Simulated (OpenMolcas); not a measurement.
# Ru⁵⁺ among point charges: CASSCF and CASPT2 levels and susceptibility, part 2 of 2

How does a field of 5 point charges split the states of Ru⁵⁺, and what χT follows?

OpenMolcas 26.06; ANO-RCC-VTZP, DKH2, active space 3 electrons in 5 orbitals (4d), orbitals: per spin and parity. Surroundings: 5 point charges of -2 e arranged as a square pyramid (C4v), 2.14 Å from the ion, with the axial distance 1.862 Å.

## Step 6: CASPT2: IPEA 0.25, imaginary shift 0.1 (closed shells correlated: 4s 4p)

Input file a.inp:

```
>>> COPY JOB001 $Project.JobIph
&CASPT2
Multistate=10 1 2 3 4 5 6 7 8 9 10
NoMult
Frozen=14
IPEA=0.25
Imaginary=0.1
MaxIter=60
WThr=0.0 0.3 0.05
PrWF=0.5
NoMix
>>> COPY JOB002 $Project.JobIph
&CASPT2
Multistate=40 1 2 3 4 5 6 7 8 9 10 11 12 13 14 15 16 17 18 19 20 21 22
23 24 25 26 27 28 29 30 31 32 33 34 35 36 37 38 39 40
NoMult
Frozen=14
IPEA=0.25
Imaginary=0.1
MaxIter=60
WThr=0.0 0.3 0.05
PrWF=0.5
NoMix
```

Output:

```text
Orbital specifications:
      -----------------------

      Symmetry species                           1
                                                 a
      Frozen orbitals                           14
      Inactive orbitals                          4
      Active orbitals                            5
      Secondary orbitals                        45
      Deleted orbitals                           0
      Number of basis functions                 68
Type of calculation                        SS-CASPT2
      Fock operator                              state-specific
      IPEA shift                                 0.25
      Real shift                                 0.00
      Imaginary shift                            0.10
      The input orbitals will be transformed to quasi-canonical
Reference energy:       -4534.5403005204
      E2 (Non-variational):      -0.2963811512
      Shift correction:          -0.0000831752
      E2 (Variational):          -0.2964643265
      Total energy:           -4534.8367648469
      Residual norm:              0.0000000381
      Reference weight:           0.95539
      Contributions to the CASPT2 correlation energy
      Active & Virtual Only:         -0.0177802404
      One Inactive Excited:          -0.1369158623
      Two Inactive Excited:          -0.1416850485
Reference energy:       -4534.5272915454
      E2 (Non-variational):      -0.2979436263
      Shift correction:          -0.0000853067
      E2 (Variational):          -0.2980289330
      Total energy:           -4534.8253204784
      Residual norm:              0.0000000805
      Reference weight:           0.95484
      Contributions to the CASPT2 correlation energy
      Active & Virtual Only:         -0.0183107698
      One Inactive Excited:          -0.1375589328
      Two Inactive Excited:          -0.1420739237
::    CASPT2 Root  1     Total energy:  -4534.83676485
::    CASPT2 Root  2     Total energy:  -4534.82532048
::    CASPT2 Root  3     Total energy:  -4534.82532047
::    CASPT2 Root  4     Total energy:  -4534.81662021
::    CASPT2 Root  5     Total energy:  -4534.81675381
::    CASPT2 Root  6     Total energy:  -4534.80891790
::    CASPT2 Root  7     Total energy:  -4534.80891791
::    CASPT2 Root  8     Total energy:  -4534.76955062
::    CASPT2 Root  9     Total energy:  -4534.75355013
::    CASPT2 Root 10     Total energy:  -4534.75355013
Orbital specifications:
      -----------------------

      Symmetry species                           1
                                                 a
      Frozen orbitals                           14
      Inactive orbitals                          4
      Active orbitals                            5
      Secondary orbitals                        45
      Deleted orbitals                           0
      Number of basis functions                 68
Type of calculation                        SS-CASPT2
      Fock operator                              state-specific
      IPEA shift                                 0.25
      Real shift                                 0.00
      Imaginary shift                            0.10
      The input orbitals will be transformed to quasi-canonical
Reference energy:       -4534.4601582590
      E2 (Non-variational):      -0.3087409478
      Shift correction:          -0.0001004297
      E2 (Variational):          -0.3088413775
      Total energy:           -4534.7689996366
      Residual norm:              0.0000000464
      Reference weight:           0.95190
      Contributions to the CASPT2 correlation energy
      Active & Virtual Only:         -0.0246173012
      One Inactive Excited:          -0.1405942563
      Two Inactive Excited:          -0.1435293903
Reference energy:       -4534.4590396251
      E2 (Non-variational):      -0.3079079076
      Shift correction:          -0.0000951730
      E2 (Variational):          -0.3080030806
      Total energy:           -4534.7670427057
      Residual norm:              0.0000000490
      Reference weight:           0.95239
      Contributions to the CASPT2 correlation energy
      Active & Virtual Only:         -0.0247736812
      One Inactive Excited:          -0.1395516167
      Two Inactive Excited:          -0.1435826097
::    CASPT2 Root  1     Total energy:  -4534.76899964
::    CASPT2 Root  2     Total energy:  -4534.76704271
::    CASPT2 Root  3     Total energy:  -4534.76704271
::    CASPT2 Root  4     Total energy:  -4534.76575381
::    CASPT2 Root  5     Total energy:  -4534.76414730
::    CASPT2 Root  6     Total energy:  -4534.75982152
::    CASPT2 Root  7     Total energy:  -4534.75687270
::    CASPT2 Root  8     Total energy:  -4534.75687270
::    CASPT2 Root  9     Total energy:  -4534.75776077
::    CASPT2 Root 10     Total energy:  -4534.75244560
::    CASPT2 Root 11     Total energy:  -4534.75244560
::    CASPT2 Root 12     Total energy:  -4534.74946835
::    CASPT2 Root 13     Total energy:  -4534.74977368
::    CASPT2 Root 14     Total energy:  -4534.74432220
::    CASPT2 Root 15     Total energy:  -4534.74050135
::    CASPT2 Root 16     Total energy:  -4534.74050137
::    CASPT2 Root 17     Total energy:  -4534.73824458
::    CASPT2 Root 18     Total energy:  -4534.73088714
::    CASPT2 Root 19     Total energy:  -4534.73320606
::    CASPT2 Root 20     Total energy:  -4534.72979833
::    CASPT2 Root 21     Total energy:  -4534.72979833
::    CASPT2 Root 22     Total energy:  -4534.72644916
::    CASPT2 Root 23     Total energy:  -4534.72644916
::    CASPT2 Root 24     Total energy:  -4534.71782843
::    CASPT2 Root 25     Total energy:  -4534.71383076
::    CASPT2 Root 26     Total energy:  -4534.70897823
::    CASPT2 Root 27     Total energy:  -4534.70897823
::    CASPT2 Root 28     Total energy:  -4534.70075195
::    CASPT2 Root 29     Total energy:  -4534.68531331
::    CASPT2 Root 30     Total energy:  -4534.68233871
```

This run took 14 s in all on 1 thread, shared host.

SS-CASPT2: lowest energy less the reference's lowest, -0.2965 hartree; reference weights 0.946 to 0.955.

Spin-free states:

```tsv
state	degeneracy	E (cm-1)	free-ion L (%)
quartet	1	0	F (100)
quartet	2	2512	F (99)
quartet	1	4392	F (84)
quartet	1	4421	F (100)
quartet	2	6112	F (100)
quartet	1	14752	P (84)
doublet	1	14873	G (82)
doublet	2	15302	G (69)
doublet	1	15585	G (81)
doublet	1	15938	G (65)
doublet	1	16887	G (97)
doublet	1	17339	G (83)
doublet	2	17534	G (81)
quartet	2	18264	P (98)
doublet	2	18506	H (47)
doublet	1	19092	H (62)
doublet	1	19159	H (84)
doublet	1	20289	H (54)
doublet	2	21127	P (55)
doublet	1	21623	P (86)
doublet	1	22729	D (74)
doublet	1	23237	H (52)
doublet	2	23476	H (71)
doublet	2	24211	H (67)
```

With spin-orbit coupling:

```
E (cm-1)  Degeneracy  2S+1               g
       0           2     4  0.88 2.02 2.02
     320           2     4  0.31 0.31 3.46
    2380           2     4  1.20 2.60 2.60
    3210           2     4  2.13 2.74 2.74
    3730           2     4  1.22 4.13 4.13
    4320           2     4  0.24 0.26 0.26
    4360           2     4  0.92 3.71 3.71
    5290           2     4  0.17 0.17 4.24
    5600           2     4  1.50 2.76 2.76
    6270           2     4  1.27 3.88 3.88
    7660           2     4  3.19 4.63 4.63
    7950           2     4  3.99 3.99 4.10
    8350           2     4  1.62 5.36 5.36
    8370           2     4  0.74 5.68 5.68
   14950           2     4  0.23 0.23 5.02
   15240           2     4  1.57 1.58 1.58
   15570           2     2  0.21 0.21 0.35
   15740           2     2  2.39 2.39 2.47
   16370           2     2  0.71 0.71 1.39
   16620           2     2  0.65 2.78 2.78
   16930           2     2  0.42 1.07 1.07
   17740           2     4  0.05 0.05 1.60
   17950           2     2  0.99 0.99 3.16
   18590           2     2  1.93 1.93 2.24
```

Powder χT (cm³ K/mol): 0.28 at 2 K, 0.28 at 5 K, 0.29 at 10 K, 0.29 at 20 K, 0.31 at 50 K, 0.35 at 100 K, 0.38 at 150 K, 0.41 at 200 K, 0.44 at 250 K, 0.47 at 300 K.

## Step 7: The methods side by side

A. CASSCF
B. SS-CASPT2, IPEA 0.25, imaginary shift 0.1 (closed shells correlated: 4s 4p)

```tsv
method	ground state	first state of that spin (cm-1)	first gap with spin-orbit (cm-1)	χT at 300 K
A	quartet	quartet 2855	259.6	0.55
B	quartet	quartet 2512	322.2	0.47
```

## Step 8: What came out

This closing draws on all 2 parts.

| quantity | value |
| --- | --- |
| method | SS-CASPT2, IPEA 0.25, imaginary shift 0.1 (closed shells correlated: 4s 4p) |
| spin-free ground state | quartet, 1-fold in its orbital part |
| first state of the same spin within the active space | quartet at 2510 cm⁻¹ |
| lowest level | 2-fold, g = 0.88, 2.02, 2.02 |
| next level | 322.2 cm⁻¹ |
| χT at 300 K | 0.47 cm³ K/mol |
| effective moment at 300 K | 1.94 μB |

Cost by method:

```tsv
method	time of its own steps	time with the reference
A. CASSCF	13 s	13 s
B. SS-CASPT2, IPEA 0.25, imaginary shift 0.1, +4s 4p	14 s	27 s
```

Times are of one thread on a shared host.

The spin-free ground state (quartet) comes to 100 % from free-ion F terms and keeps the highest spin of the shell. χT at 300 K is 0.47, against 1.88 cm³ K/mol for the spin alone, so spin-orbit coupling lowers it. The field of point charges can differ much from that of real complexes. This is an electrostatic model: the charges have no orbitals.
